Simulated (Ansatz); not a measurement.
CH₆AsB, SMILES BC[AsH2], a rigid scan of one bond length

Program: the Ansatz DFT code, driven from Python.

Input file `ch6asb.xyz`:
```text
9

B    -1.07180    0.31900   -0.41160
C    -0.17310   -0.29420    0.74650
As    1.73110   -0.31580    0.22340
H    -1.10900   -0.20080   -1.47180
H    -1.71360    1.29060   -0.21270
H    -0.28950    0.31710    1.66520
H    -0.50570   -1.33150    0.95660
H     1.43570   -0.93790   -1.18170
H     1.69590    1.15360   -0.31390
```

The cells in order, each with its output:

In [1]:
```python
import warnings

import ansatz as az
import numpy as np
```

In [2]:
```python
params = {
    "basis": "def2-SVP",
    "functional": "cam_b3lyp",
}
```

In [3]:
```python
warnings.simplefilter("ignore", az.DeckWarning)
```

In [4]:
```python
system = az.Crystal.molecule_from_extxyz("ch6asb.xyz")
```

In [5]:
```python
symbols = [site.symbol for site in system.cartesian_sites]
start = np.array([site.position_ang for site in system.cartesian_sites])
axis = (start[5] - start[1]) / np.linalg.norm(start[5] - start[1])
moving = [5]
lengths, energies = [0.94, 1.02, 1.11, 1.22, 1.39, 1.66, 2.0, 2.44], []
for length in lengths:
    xyz = start.copy()
    xyz[moving] += (length - np.linalg.norm(start[5] - start[1])) * axis
    point = az.Crystal.molecule()
    for symbol, place in zip(symbols, xyz):
        point = point.atom(symbol, place.tolist())
    calc = (
        point.calculation()
        .basis(gaussian=params["basis"])
        .functional(params["functional"])
        .spin("collinear")
    )
    data = calc.run(threads=1).report
    energies.append(data["free_energy_ev"])
    print(f"r = {length:6.3f} A  E = {energies[-1]:.5f} eV  <S^2> = {abs(data['mean_field']['state']['spin_squared']):.3f}")
```
```text
r =  0.940 A  E = -62644.06745 eV  <S^2> = 0.000
r =  1.020 A  E = -62644.53121 eV  <S^2> = 0.000
r =  1.110 A  E = -62644.65233 eV  <S^2> = 0.000
r =  1.220 A  E = -62644.45925 eV  <S^2> = 0.000
r =  1.390 A  E = -62643.80616 eV  <S^2> = 0.000
r =  1.660 A  E = -62642.53749 eV  <S^2> = 0.000
r =  2.000 A  E = -62641.10000 eV  <S^2> = 0.139
r =  2.440 A  E = -62640.22406 eV  <S^2> = 0.727
```

In [6]:
```python
print("energy above the lowest point (eV):", [round(e - min(energies), 3) for e in energies])
```
```text
energy above the lowest point (eV): [0.585, 0.121, 0.0, 0.193, 0.846, 2.115, 3.552, 4.428]
```

What to keep in mind:
- Total energies depend on the basis set; only differences at equal settings carry meaning.
- The rest of the molecule is held rigid at a force-field or estimated start geometry, and the basis set is modest; single-reference methods fail as a bond breaks.
- The expectation value of S² is noticeably off S(S+1) in at least one run, so that state is spin-contaminated.
- Run time: 49 s on 1 thread of Arm Neoverse V2, with other jobs on the host, peak memory 0.38 GiB.
